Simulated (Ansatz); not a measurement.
**Br₂HInS: a ladder of functionals and wavefunction methods**

One table from this session's results is given with a row withheld; the runs are named, their logs left out.

The runs use Ansatz 0.2.0, Gaussian basis; functionals in def2-TZVPP, the program's frozen cores in correlated methods.

The runs, in order: LDA (SPW92), PBE-D4, revPBE-D4, BLYP-D4, r2SCAN-D4, B97M-V, PBE0-D4, B3LYP-D4, r2SCANh-D4, r2SCAN0-D4, HSE06-D4, BHLYP-D4, CAM-B3LYP-D4, LC-ωPBE, ωB97X-V, ωB97M-V, B2PLYP, PBE-QIDH; CCSD(T)/def2-SVP; CCSD(T)/def2-TZVPP; MP2/def2-QZVPP; extrapolation to the limit; RPA on PBE.

**The relaxed structure**

All runs share one geometry, relaxed beforehand with PBE0-D4 in a triple-zeta def2 set. In takes the def2 core potential; no spin-orbit term is included.

SMILES `[SH][In]([Br])[Br]`, 5 atoms, charge 0, spin multiplicity 1.

Atoms are counted from 1 here; the program's logs count them from 0.

Bond lengths: S1–In2 2.359 Å, S1–H5 1.345 Å, In2–Br3 2.444 Å, In2–Br4 2.450 Å. Angles: In2–S1–H5 92.1°, S1–In2–Br3 121.0°, S1–In2–Br4 120.7°, Br3–In2–Br4 118.3°.

As a file:

```
S    -1.0615    1.5714    0.2076
In    0.5132   -0.1662   -0.0471
Br    2.9102    0.3061   -0.1070
Br   -0.2189   -2.4950   -0.2587
H    -2.0933    0.7099    0.1636
```

The first run:

in.yaml reads:

```yaml
crystal:
  periodic: [false, false, false]
  atoms:
    - {symbol: S, position_ang: [-1.061460, 1.571445, 0.207581]}
    - {symbol: In, position_ang: [0.513204, -0.166182, -0.047093]}
    - {symbol: Br, position_ang: [2.910227, 0.306084, -0.106959]}
    - {symbol: Br, position_ang: [-0.218872, -2.494999, -0.258672]}
    - {symbol: H, position_ang: [-2.093296, 0.709852, 0.163643]}
basis:
  gaussian: {orbitals: def2-TZVPP}
hamiltonian: {xc: lda}
output: {orbitals: {seedname: orbitals}}
```

Among the steps run: LDA; PBE-D4 (GGA); revPBE-D4 (GGA); BLYP-D4 (GGA); r2SCAN-D4 (meta-GGA); B97M-V (meta-GGA); PBE0-D4 (hybrid); B3LYP-D4 (hybrid); r2SCANh-D4 (hybrid); r2SCAN0-D4 (hybrid); HSE06-D4 (hybrid); BHLYP-D4 (hybrid); CAM-B3LYP-D4 (range-separated); LC-ωPBE-D4 (range-separated; the results give it without D4); ωB97X-V (range-separated); ωB97M-V (range-separated); B2PLYP (double hybrid); PBE-QIDH (double hybrid).

One of the session's tables, all rows but one given; the rest of the session is left out.

It belongs to the step «Frontier levels by functional». 

```
  functional  HOMO (eV)  LUMO (eV)  gap (eV)
 LDA (SPW92)      -7.11      -3.69      3.42
      PBE-D4      -6.95      -3.38      3.57
   revPBE-D4      -6.89      -3.26      3.63
     BLYP-D4      -6.77      -3.31      3.46
   r2SCAN-D4      -7.26      -3.21      4.05
      B97M-V          ?          ?         ?
     PBE0-D4      -8.18      -2.56      5.62
    B3LYP-D4      -7.92      -2.84      5.08
  r2SCANh-D4      -7.71      -2.91      4.79
  r2SCAN0-D4      -8.38      -2.47      5.92
    HSE06-D4      -7.78      -2.92      4.85
    BHLYP-D4      -9.24      -1.70      7.55
CAM-B3LYP-D4      -9.49      -1.64      7.85
     LC-ωPBE     -10.91      -0.43     10.48
     ωB97X-V     -10.53      -0.56      9.97
     ωB97M-V     -10.36      -0.68      9.69
```

Estimate the missing values for B97M-V.

**Answer.** HOMO (eV): -7.29; LUMO (eV): -3.15; gap (eV): 4.14. In the column «HOMO (eV)» it lies between r2SCANh-D4 (-7.71) and r2SCAN-D4 (-7.26).
